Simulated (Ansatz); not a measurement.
# BCl2F (dichlorofluoroborane): BCCD(T)/STO-3G

What is the energy change on altering one bond length of BCl2F (dichlorofluoroborane) at BCCD(T)/STO-3G? 

The results are computed with Ansatz 0.2.0.

67 further runs of the same task are left out: 4 that didn't finish, 63 set aside as unsound or not needed.

**1. The molecule**

BCl2F has 4 atoms, charge 0, and is taken as a singlet. As SMILES, `FB(Cl)Cl`. Geometry: relaxed at PBE0-D4/def2-TZVP.

Bond lengths: F1–B2 1.310 Å, B2–Cl3 1.739 Å, B2–Cl4 1.739 Å. Angles: F1–B2–Cl3 119.3°, F1–B2–Cl4 119.3°, Cl3–B2–Cl4 121.5°.

**2. A single-point energy at BCCD(T)/STO-3G**

Input file molecule.yaml:

```yaml
basis:
  gaussian: {orbitals: STO-3G}
crystal:
  periodic: [false, false, false]
  atoms:
    - {symbol: F, position_ang: [0.114370, -1.165320, -0.781190]}
    - {symbol: B, position_ang: [0.007910, -0.080610, -0.054040]}
    - {symbol: Cl, position_ang: [-1.549540, 0.373780, 0.571420]}
    - {symbol: Cl, position_ang: [1.427260, 0.872140, 0.263810]}
magnetization: {spin_polarized: false}
correlation: {method: bccd_t, frozen_orbitals: {B: 1, Cl: 5, F: 1}}
accuracy: high
scf: {omitted_lower_state_checks: [cluster_reference, increment]}
```

Command:

```console
ansatz run molecule.yaml --threads 1 --pin off --max-ram 3480MiB --events-out events.jsonl --progress --plain --runs-dir runs
```

The log of the run (excerpt; [...] marks lines left out):

```text
Warning: RAYON_NUM_THREADS=1 ignored (pool sized by the plan → 1); use --threads N
Functional definition: HF
  name "HF"
[...]
522 factors; integrals over basis functions are off by at most 3.1e-8 eV
[...]
mean field -28074.36482939 eV, -1031.7138779922 hartree, gradient 1.0e-8 eV, S^2 0.000000; 0 other end points of the search recorded, 0 dependent functions left out
12 core orbitals not correlated: weight in the atoms' cores, before any rotation towards them, 1.000 or more for the frozen orbitals, at most 0.000 for the correlated occupied ones
reference -28074.36482939 eV, -1031.7138779922 hartree; 12, 12 occupied and 4, 4 virtual orbitals, 522 factors
second order -2.09094324 eV of doubles, -0.00000000 eV of singles
cycle   1  -2.18220393 eV  change   -9.1e-2 eV  update   7.9e-2
[...]
cycle  19  -2.35221369 eV  change   -1.6e-9 eV  update   1.7e-9
perturbative correction -0.20268270 eV, -0.0074484517 hartree
Total energy: -28076.91972578 eV, -1031.8077687028 hartree
Checks for a lower state left out: cluster_reference, increment
```

It took 0.44 s on 1 thread of Arm Neoverse V1, shared host.

**3. The distorted shape at the same level**

Input file molecule.yaml:

```yaml
crystal:
  periodic: [false, false, false]
  atoms:
    - {symbol: F, position_ang: [0.140987, -1.436518, -0.962991]}
    - {symbol: B, position_ang: [0.007910, -0.080610, -0.054040]}
    - {symbol: Cl, position_ang: [-1.549540, 0.373780, 0.571420]}
    - {symbol: Cl, position_ang: [1.427260, 0.872140, 0.263810]}
basis:
  gaussian: {orbitals: STO-3G}
correlation: {method: bccd_t, frozen_orbitals: {B: 1, Cl: 5, F: 1}}
accuracy: high
scf: {omitted_lower_state_checks: [cluster_reference, increment]}
```

Command:

```console
ansatz run molecule.yaml --threads 1 --pin off --max-ram 3480MiB --events-out events.jsonl --progress --plain --runs-dir runs
```

The log of the run (excerpt; [...] marks lines left out):

```text
Warning: RAYON_NUM_THREADS=1 ignored (pool sized by the plan → 1); use --threads N
Functional definition: HF
  name "HF"
[...]
520 factors; integrals over basis functions are off by at most 3.8e-8 eV
[...]
mean field -28072.25060531 eV, -1031.6361816901 hartree, gradient 2.3e-8 eV, S^2 0.000000; 0 other end points of the search recorded, 0 dependent functions left out
12 core orbitals not correlated: weight in the atoms' cores, before any rotation towards them, 1.000 or more for the frozen orbitals, at most 0.000 for the correlated occupied ones
reference -28072.25060531 eV, -1031.6361816901 hartree; 12, 12 occupied and 4, 4 virtual orbitals, 520 factors
second order -2.26597487 eV of doubles, -0.00000000 eV of singles
cycle   1  -2.46603216 eV  change   -2.0e-1 eV  update   9.8e-2
[...]
cycle  22  -2.69728775 eV  change   -1.0e-9 eV  update  6.6e-10
perturbative correction -0.24728677 eV, -0.0090876211 hartree
Total energy: -28075.19517982 eV, -1031.7443928077 hartree
Checks for a lower state left out: cluster_reference, increment
```

Run time: 0.48 s. Hardware: 1 thread of Arm Neoverse V1, shared host.

**4. Results**

Level: BCCD(T)/STO-3G, 12 core orbitals frozen.

```
                                                         quantity           value
                                        first shape: total energy  -1031.80777 Eh
        first shape: correlation energy (12 core orbitals frozen)       -93.9 mEh
                                      first shape: (T) correction       -7.45 mEh
                                    distorted shape: total energy  -1031.74439 Eh
    distorted shape: correlation energy (12 core orbitals frozen)      -108.2 mEh
                                  distorted shape: (T) correction       -9.09 mEh
energy change with the F1–B2 bond stretched from 1.310 to 1.638 Å        1.725 eV
```

What this shows: With the F1–B2 bond stretched from 1.310 to 1.638 Å the energy rises by 1.72 eV (40 kcal/mol). The first shape isn't relaxed at this level, so the change isn't measured from a minimum. The minimal basis adds a large error of its own. The triples (first shape) make up 7.9 % of the correlation energy. The triples (distorted shape) make up 8.4 % of the correlation energy.
